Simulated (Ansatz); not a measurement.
# C2H5BCl: the cost of one run

All numbers are computed with Ansatz 0.2.0, driven from Python. Level of theory: B3LYP/def2-SVPD.

### Step 1. The structure

Bond lengths: C1–B2 1.541 Å, B2–C3 1.568 Å, B2–Cl4 1.832 Å, C1–H5 1.160 Å, C1–H6 1.155 Å, C3–H7 1.082 Å, C3–H8 1.180 Å, C3–H9 1.091 Å. Angles: C1–B2–C3 119.2°, C1–B2–Cl4 120.9°, C3–B2–Cl4 119.9°, B2–C1–H5 110.7°, B2–C1–H6 111.2°, H5–C1–H6 104.2°, B2–C3–H7 112.5°, B2–C3–H8 108.4°, B2–C3–H9 113.3°, H7–C3–H8 107.6°, H7–C3–H9 108.9°, H8–C3–H9 105.9°.

The script holds or builds the structure itself.

### Step 2. Script

Input file ip_c2h5bcl.py:

```python
"""Vertical ionisation energy and electron affinity of C2H5BCl."""

import ansatz as az

BASIS = "def2-SVPD"
FUNCTIONAL = "b3lyp"


def energy(molecule, charge=0, unpaired=0):
    calc = (
        molecule.calculation()
        .basis(gaussian=BASIS)
        .functional(FUNCTIONAL)
    )
    if charge:
        calc = calc.charge(charge)
    if unpaired:
        calc = calc.spin("collinear", total=unpaired)
    return calc.run(threads=1, backend="cpu").report["free_energy_ev"]

GEOMETRY = """
C    -0.14120    1.41160   -0.53400
B    -0.01680   -0.12360   -0.49450
C     0.35870   -0.82540    0.85630
Cl   -0.19440   -1.12010   -2.02100
H    -0.45380    1.77020   -1.59180
H    -0.99290    1.78010    0.15380
H    -0.35540   -0.61800    1.64210
H     1.40730   -0.41480    1.20960
H     0.47710   -1.90630    0.76230
"""


def main() -> None:
    c2h5bcl = az.Crystal.molecule()
    for line in GEOMETRY.strip().splitlines():
        symbol, *xyz = line.split()
        c2h5bcl = c2h5bcl.atom(symbol, [float(v) for v in xyz])

    # total-energy differences at one geometry
    parent = energy(c2h5bcl, 0, 1)
    cation = energy(c2h5bcl, 1, 0)
    print(f"E(N)   = {parent:.5f} eV")
    print(f"E(N-1) = {cation:.5f} eV  (0 unpaired)")
    print(f"vertical ionisation energy {cation - parent:.3f} eV")
    anion = energy(c2h5bcl, -1, 0)
    print(f"E(N+1) = {anion:.5f} eV  (0 unpaired)")
    print(f"vertical electron affinity {parent - anion:.3f} eV" + ("" if anion < parent else " (unbound in this basis)"))
    print(f"fundamental gap IP - EA = {cation + anion - 2 * parent:.3f} eV")


if __name__ == "__main__":
    main()
```

### Step 3. Running it

Started as:

```sh
> python ip_c2h5bcl.py
```

What time and memory should one allow on 1 thread of Arm Neoverse V1, shared host?

About 16 s, with a peak of 0.36 GiB.
